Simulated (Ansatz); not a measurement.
# triplet C2HBF2: levels of theory compared

Aim: a comparison of 6 runs (UHF/STO-3G, UHF/3-21G, UB3LYP/6-31G*, U-revPBE/def2-SVPD, U-wB97X/def2-SVPD, USVWN5/def2-SVPD) of triplet C2HBF2. 

Program for the calculation: Ansatz 0.2.0.

36 further runs of the same task are left out: 36 set aside as unsound or not needed.

**1. Starting point**

C2HBF2: 6 atoms, total charge 0, spin state triplet. SMILES of the parent species: `C#CB(F)F`. The coordinates come from a PBE0-D4/def2-TZVP relaxation. That shape belongs to the parent species and isn't relaxed for this state.

Bond lengths: C1–C2 1.203 Å, C2–B3 1.521 Å, B3–F4 1.316 Å, B3–F5 1.316 Å, C1–H6 1.066 Å. Angles: C1–C2–B3 180.0°, C2–B3–F4 121.1°, C2–B3–F5 121.1°, F4–B3–F5 117.8°, C2–C1–H6 180.0°.

**2. The energy at UHF/STO-3G (run 1)**

molecule.yaml reads:

```yaml
crystal:
  periodic: [false, false, false]
  atoms:
    - symbol: C
      position_ang: [-0.883700, 0.450800, 1.253400]
    - symbol: C
      position_ang: [-0.218600, 0.106200, 0.311700]
    - symbol: B
      position_ang: [0.622000, -0.329200, -0.878400]
    - symbol: F
      position_ang: [0.153600, -1.179500, -1.766600]
    - symbol: F
      position_ang: [1.841700, 0.131700, -1.054100]
    - symbol: H
      position_ang: [-1.473000, 0.756000, 2.087900]
basis:
  gaussian:
    orbitals: STO-3G
magnetization:
  spin_polarized: true
  initial_magnetization: 2
hamiltonian:
  xc: hf
accuracy: high
output: {orbitals: {seedname: orbitals}}
```

Command:

```
$ ansatz run molecule.yaml --threads 1 --pin off --max-ram 3480MiB --events-out events.jsonl --progress --plain --runs-dir runs
```

Output:

```text
Warning: RAYON_NUM_THREADS=1 ignored (pool sized by the plan → 1); use --threads N
Functional definition: HF
  name "HF"
  exchange = exact_x
  correlation = 0
492 factors; integrals over basis functions are off by at most 5.0e-8 eV
mean field evaluation 1: about -8042.8791 eV, gradient 1.8e1 eV
mean field evaluation 2: about -8042.9805 eV, gradient 1.8e1 eV
mean field evaluation 4: about -8045.5142 eV, gradient 1.6e0 eV
mean field evaluation 8: about -8045.5876 eV, gradient 1.6e-1 eV
mean field evaluation 16: about -8046.0970 eV, gradient 3.9e-1 eV
mean field evaluation 32: about -8046.1297 eV, gradient 2.8e-1 eV
mean field evaluation 64: about -8045.9896 eV, gradient 4.2e-1 eV
mean field evaluation 96: about -8041.7605 eV, gradient 9.1e0 eV
mean field evaluation 128: about -8046.1441 eV, gradient 1.8e0 eV
mean field evaluation 160: about -8045.5851 eV, gradient 3.6e-8 eV
mean field -8046.22327002 eV, -295.6932512472 hartree, gradient 2.0e-8 eV, S^2 2.024422; 4 other end points of the search recorded, 0 dependent functions left out
reference -8046.22327002 eV, -295.6932512472 hartree; 19, 17 occupied and 7, 9 virtual orbitals, 492 factors
Total energy: -8046.22327002 eV, -295.6932512472 hartree
```

Wall time 0.7 s (1 thread of Arm Neoverse V1, shared host).

**3. The energy at UHF/3-21G (run 2)**

molecule.yaml reads:

```yaml
crystal:
  periodic: [false, false, false]
  atoms:
    - {symbol: C, position_ang: [-0.883700, 0.450800, 1.253400]}
    - {symbol: C, position_ang: [-0.218600, 0.106200, 0.311700]}
    - {symbol: B, position_ang: [0.622000, -0.329200, -0.878400]}
    - {symbol: F, position_ang: [0.153600, -1.179500, -1.766600]}
    - {symbol: F, position_ang: [1.841700, 0.131700, -1.054100]}
    - {symbol: H, position_ang: [-1.473000, 0.756000, 2.087900]}
basis:
  gaussian: {orbitals: 3-21G.json}
magnetization: {spin_polarized: true, initial_magnetization: 2}
hamiltonian: {xc: hf}
accuracy: high
output: {orbitals: {seedname: orbitals}}
```

The basis set 3-21G is read from a file made from the Basis Set Exchange's data (not shown).

Command:

```
$ ansatz run molecule.yaml --threads 1 --pin off --max-ram 3480MiB --events-out events.jsonl --progress --plain --runs-dir runs
```

Output:

```text
Warning: RAYON_NUM_THREADS=1 ignored (pool sized by the plan → 1); use --threads N
[... 4 set-up lines as earlier in the session ...]
1014 factors; integrals over basis functions are off by at most 4.4e-9 eV
mean field evaluation 1: about -8111.4332 eV, gradient 2.0e1 eV
mean field evaluation 2: about -8111.4437 eV, gradient 2.0e1 eV
mean field evaluation 4: about -8113.4684 eV, gradient 2.1e0 eV
mean field evaluation 8: about -8113.5305 eV, gradient 2.6e-1 eV
mean field evaluation 16: about -8113.7327 eV, gradient 7.7e-1 eV
mean field evaluation 32: about -8113.9072 eV, gradient 6.6e-1 eV
mean field evaluation 64: about -8113.7089 eV, gradient 5.4e-1 eV
mean field evaluation 96: about -8113.1683 eV, gradient 1.0e1 eV
mean field evaluation 128: about -8113.6106 eV, gradient 5.0e-1 eV
mean field -8113.99379460 eV, -298.1837720889 hartree, gradient 8.0e-8 eV, S^2 2.014890; 4 other end points of the search recorded, 0 dependent functions left out
reference -8113.99379460 eV, -298.1837720889 hartree; 19, 17 occupied and 28, 30 virtual orbitals, 1014 factors
Total energy: -8113.99379460 eV, -298.1837720889 hartree
```

Wall time 2.4 s (1 thread of Arm Neoverse V1, shared host); peak memory 0.12 GiB.

Runs 3 to 4 aren't shown in full; the table further down has their settings and results.

**4. The energy at U-wB97X/def2-SVPD (run 5)**

input.yaml reads:

```yaml
crystal:
  periodic: [false, false, false]
  atoms:
    - symbol: C
      position_ang: [-0.883700, 0.450800, 1.253400]
    - symbol: C
      position_ang: [-0.218600, 0.106200, 0.311700]
    - symbol: B
      position_ang: [0.622000, -0.329200, -0.878400]
    - symbol: F
      position_ang: [0.153600, -1.179500, -1.766600]
    - symbol: F
      position_ang: [1.841700, 0.131700, -1.054100]
    - symbol: H
      position_ang: [-1.473000, 0.756000, 2.087900]
basis:
  gaussian:
    orbitals: def2-SVPD
magnetization:
  spin_polarized: true
  initial_magnetization: 2
hamiltonian:
  xc: {name: wB97X}
accuracy: high
output: {orbitals: {seedname: orbitals}}
```

Command:

```
$ ansatz run input.yaml --threads 1 --pin off --max-ram 3480MiB --events-out events.jsonl --progress --plain --runs-dir runs
```

Output, cut to the lines that bear on the results:

```text
Warning: RAYON_NUM_THREADS=1 ignored (pool sized by the plan → 1); use --threads N
Functional definition: wB97X
  name "wB97X"
[...]
      + exact_x_lr(omega)
[...]
      + integral(e_c_pw_opposite_spin*poly(b97_u_opposite, 1, cos1, cos2, cos3, cos4))
2205 factors; integrals over basis functions are off by at most 3.2e-9 eV
450 factors; integrals over basis functions are off by at most 1.8e-9 eV
[...]
mean field -8189.02135716 eV, -300.9409841576 hartree, gradient 4.3e-8 eV, S^2 2.004979; 2 other end points of the search recorded, 0 dependent functions left out
reference -8189.02135389 eV, -300.9409840374 hartree; 19, 17 occupied and 95, 97 virtual orbitals, 2205 factors
Total energy: -8189.02135389 eV, -300.9409840374 hartree
```

It took 2.8 min on 1 thread of Arm Neoverse V1, shared host; peak memory 0.93 GiB.

**5. The energy at USVWN5/def2-SVPD (run 6)**

in.yaml reads:

```yaml
crystal:
  periodic: [false, false, false]
  atoms:
    - {symbol: C, position_ang: [-0.883700, 0.450800, 1.253400]}
    - {symbol: C, position_ang: [-0.218600, 0.106200, 0.311700]}
    - {symbol: B, position_ang: [0.622000, -0.329200, -0.878400]}
    - {symbol: F, position_ang: [0.153600, -1.179500, -1.766600]}
    - {symbol: F, position_ang: [1.841700, 0.131700, -1.054100]}
    - {symbol: H, position_ang: [-1.473000, 0.756000, 2.087900]}
basis:
  gaussian: {orbitals: def2-SVPD}
total_charge: 0
magnetization: {spin_polarized: true, initial_magnetization: 2}
hamiltonian: {xc: {name: SVWN5}}
accuracy: high
output: {orbitals: {seedname: orbitals}}
```

Command:

```
$ ansatz run in.yaml --threads 1 --pin off --max-ram 3480MiB --events-out events.jsonl --progress --plain --runs-dir runs
```

Output:

```text
Warning: RAYON_NUM_THREADS=1 ignored (pool sized by the plan → 1); use --threads N
Functional definition: SVWN5
  name "SVWN5"
  exchange = slater_x
  correlation = vwn5_c
2205 factors; integrals over basis functions are off by at most 3.2e-9 eV
mean field evaluation 1: about -8124.6340 eV, gradient 3.2e1 eV
mean field evaluation 2: about -8120.6915 eV, gradient 4.2e1 eV
mean field evaluation 4: about -8129.8698 eV, gradient 3.0e0 eV
mean field evaluation 8: about -8129.9168 eV, gradient 4.5e-1 eV
mean field evaluation 16: about -8129.9176 eV, gradient 1.2e-4 eV
mean field evaluation 32: about -8129.9176 eV, gradient 3.1e-8 eV
mean field evaluation 64: about -8129.6550 eV, gradient 1.4e0 eV
mean field -8129.91757615 eV, -298.7689602674 hartree, gradient 3.1e-8 eV, S^2 2.002247; 6 other end points of the search recorded, 0 dependent functions left out
reference -8129.91757997 eV, -298.7689604079 hartree; 19, 17 occupied and 95, 97 virtual orbitals, 2205 factors
Total energy: -8129.91757997 eV, -298.7689604079 hartree
```

Wall time 20 s (1 thread of Arm Neoverse V1, shared host); peak memory 0.38 GiB.

**6. All runs side by side**

| run | level | energy (Eh) | HOMO energy (eV) | ⟨S²⟩ | wall time |
| --- | --- | --- | --- | --- | --- |
| 1 | UHF/STO-3G | -295.693251 | -4.24 | 2.024 | 0.7 s |
| 2 | UHF/3-21G | -298.183772 | -7.12 | 2.015 | 2.4 s |
| 3 | UB3LYP/6-31G* (spherical functions) | -301.223540 | -3.85 | 2.004 | 17 s |
| 4 | U-revPBE/def2-SVPD | -300.924670 | -3.52 | 2.005 | 27 s |
| 5 | U-wB97X/def2-SVPD | -300.940984 | -6.74 | 2.005 | 2.8 min |
| 6 | USVWN5/def2-SVPD | -298.768960 | -3.63 | 2.002 | 20 s |

**7. What came out**

| quantity | value |
| --- | --- |
| run 6: total energy | -298.76896 Eh |
| run 6: HOMO energy (highest over α and β) | -3.63 eV |
| run 6: ⟨S²⟩ | 2.002 |

What this shows: Totals of different functionals can't be ranked against each other. In run 1 the basis is minimal, so the values are rough. All runs together took 3.9 min, the longest 2.8 min.
